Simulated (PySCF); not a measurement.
# GaSe: changing the method

Starting from one script, swap the method and compare what comes out for GaSe.

The runs use PySCF 2.14.0; method and basis as typed in the scripts.

4 further runs of the same task are left out: 4 that didn't finish.

## Step 1: The starting structure

GaSe: 2 atoms, charge 0, spin multiplicity 2.

Bond lengths: Ga1–Se2 2.320 Å.

## Step 2: The base run

Contents of input.py:

```python
from pyscf import gto, dft

mol = gto.M(
    atom='Ga 0 0 0; Se 0 0 2.32',
    basis='lanl2dz',
    ecp={'Ga': 'lanl2dz', 'Se': 'lanl2dz'},
    charge=0,
    spin=1,
    verbose=4,
)
mf = dft.UKS(mol, xc='b3lyp')
mf.kernel()
mf.dip_moment()
print('orbital energies (hartree):', [e[max(0, n-3):n+3].round(4) for e, n in zip(mf.mo_energy, mol.nelec)])
```

The run is started by

```console
OMP_NUM_THREADS=1 python input.py
```

The log of this run is left out.

In short: E(SCF) = -11.287496 Eh, 10 cycles, ⟨S²⟩ = 0.756, μ = 3.62 D.

The bond length is a typed value, not an optimised one.

## Step 3: ROKS

Run 1 changes SCF type: UKS → ROKS.

Contents of input.py:

```python
from pyscf import gto, dft

mol = gto.M(
    atom='Ga 0 0 0; Se 0 0 2.32',
    basis='lanl2dz',
    ecp={'Ga': 'lanl2dz', 'Se': 'lanl2dz'},
    charge=0,
    spin=1,
    verbose=4,
)
mf = dft.ROKS(mol, xc='b3lyp')
mf.kernel()
mf.dip_moment()
print('orbital energies (hartree):', mf.mo_energy[..., max(0, mol.nelec[1]-3):mol.nelec[0]+3].round(4))
```

The run is started by

```console
OMP_NUM_THREADS=1 python input.py
```

## Step 4: Frequency run (UHF)

Run 2 changes step after the SCF: none → frequency; SCF type: UKS → UHF; functional: b3lyp → none (Hartree–Fock).

Changes to input.py since step 2:

```diff
@@ -1,2 +1,3 @@
-from pyscf import gto, dft
+from pyscf import gto, scf
+from pyscf.hessian import thermo
 
@@ -10,4 +11,6 @@
 )
-mf = dft.UKS(mol, xc='b3lyp')
+mf = scf.UHF(mol)
 mf.kernel()
+hess = mf.Hessian().kernel()
+print('wavenumber (cm^-1) =', thermo.harmonic_analysis(mol, hess)['freq_wavenumber'].round(1))
 mf.dip_moment()
```

## Step 5: Population analysis

Run 3 changes step after the SCF: none → analyze.

Changes to input.py since step 2:

```diff
@@ -12,2 +12,3 @@
 mf.kernel()
+mf.mulliken_pop()
 mf.dip_moment()
```

What does the calculation give? Wanted: for each run, E(SCF); from base; gap, α spin; SCF dipole; after the SCF.

The runs gave:

```tsv
run	E(SCF) (hartree)	from base (eV)	cycles	gap, α spin (eV)	SCF dipole (D)	after the SCF
base	-11.287496	0	10	4.52	3.62	n/a
ROKS	-11.286304	+0.0325	11	n/a	3.61	n/a
frequency run (UHF)	-11.002281	not comparable	13	9.62	4.55	highest mode 240 cm⁻¹
population analysis	-11.287496	0.0000	10	4.52	3.62	n/a
```

**Reading.** Total energies from different bases, Hamiltonians or methods carry different errors, so properties are taken as differences within one set-up.
